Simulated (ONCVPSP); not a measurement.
**An ONCV potential for Pd, from input to tests**

Do these settings give a usable potential? It is generated, then checked for transferability, scattering, ghosts and hardness.

The numbers are computed with ONCVPSP 4.0.1 (PBEsol, scalar-relativistic, spin-unpolarised reference atom).

**1. Starting point**

The settings as typed:

```json
{
 "element": "palladium (Pd, Z = 46)",
 "type": "optimised norm-conserving Vanderbilt (ONCV)",
 "frozen core": "[Ar] 3d10",
 "valence charge": "18",
 "reference configuration": "4s2 4p6 4d9.75 (charge +0.25)",
 "partial waves": "4s: rc 0.95 bohr, ncon 4, nbas 8, qcut 7.8 1/bohr, 1 projector; 4p: rc 1.65 bohr, ncon 5, nbas 8, qcut 7.6 1/bohr, 3 projectors, debl 2.6 Ha; 4d: rc 1.80 bohr, ncon 5, nbas 10, qcut 10.2 1/bohr, 2 projectors, debl 2.6 Ha",
 "local potential": "polynomial inside 0.65 bohr (lpopt 2, dvloc0 0 Ha)",
 "core correction": "Teter function fitted to the true core (icmod 2), fcfact 0.2"
}
```

**2. The generation run**

Input file Pd.dat:

```
# ATOM AND REFERENCE CONFIGURATION
# atsym  z   nc   nv     iexc    psfile
  Pd 46.00    6    3  -116133      upf
#
#   n    l    f
    1    0    2.00
    2    0    2.00
    2    1    6.00
    3    0    2.00
    3    1    6.00
    3    2   10.00
    4    0    2.00
    4    1    6.00
    4    2    9.75
#
# PSEUDOPOTENTIAL AND OPTIMIZATION
# lmax
    2
#
#   l,   rc,      ep,       ncon, nbas, qcut
    0    0.95    0.00    4    8    7.80
    1    1.65    0.00    5    8    7.60
    2    1.80    0.00    5   10   10.20
#
# LOCAL POTENTIAL
# lloc, lpopt,  rc(5),   dvloc0
    4    2    0.65    0.00
#
# VANDERBILT-KLEINMAN-BYLANDER PROJECTORs
# l, nproj, debl
    0    1    0.80
    1    3    2.60
    2    2    2.60
#
# MODEL CORE CHARGE
# icmod, fcfact, rcfact
    2    0.20    1.15
#
# LOG DERIVATIVE ANALYSIS
# epsh1, epsh2, depsh
   -5.00    5.00    0.04
#
# OUTPUT GRID
# rlmax, drl
    6.00    0.01
#
# TEST CONFIGURATIONS
# ncnf
    4
# nvcnf
#   n    l    f
    3
    4    0    2.00
    4    1    6.00
    4    2   10.00
#
    3
    4    0    2.00
    4    1    6.00
    4    2    9.00
#
    3
    4    0    2.00
    4    1    6.00
    4    2    8.00
#
    3
    4    0    2.00
    4    1    6.00
    4    2    7.00
#
```

On the command line:

```
$ oncvpsp.x < Pd.dat > Pd.out
```

**Question.** What will these runs give? Wanted: cutoffs for 1 and 0.1 mHa per electron, occupied waves; bound ghosts; GHOST(+) flags; largest test error; largest phase difference near zero energy, channels read; rms error of d²Exc/dn², without and with the model core.

As calculated:

```
                                                quantity                                                                     value
  cutoffs for 1 and 0.1 mHa per electron, occupied waves                                                          91 Ha and 180 Ha
                                            bound ghosts  none below the valence levels; a pole at negative energy in s is suspect
                                          GHOST(+) flags                                                               s at -64 eV
                            largest test error (AE − PS)                                                 +3.3 meV, for 4s2 4p6 4d7
largest phase difference near zero energy, channels read                                                                 3.124 rad
 rms error of d²Exc/dn², without and with the model core                                                         3.21 and 0.62 mHa
```

What this shows: By total energies transferability is very good: the largest error is 3.3 meV on 63.0 eV, for 4s2 4p6 4d7. By its cutoff, 91 Ha for the looser tolerance, it is very hard. At the looser tolerance the 4s wave is the slowest; 4d needs 29 Ha. The ghost test, which looks below the valence levels, finds nothing, but the pseudo curve has an extra pole at negative energy (s at -2.38 Ha): a spurious bound state among the atom's levels is likely, and the file can't be cleared. Near zero energy the largest phase difference among the channels read is 3.12 rad, in the s channel. A step near π is an extra or missing state, not a misfit of shape. The pseudo curves have a pole with no partner nearby in the atom's: s at -2.38 Ha. The program also flags highly localised states, GHOST(+) (s). These are tests on the free atom; a crystal test is still owed.
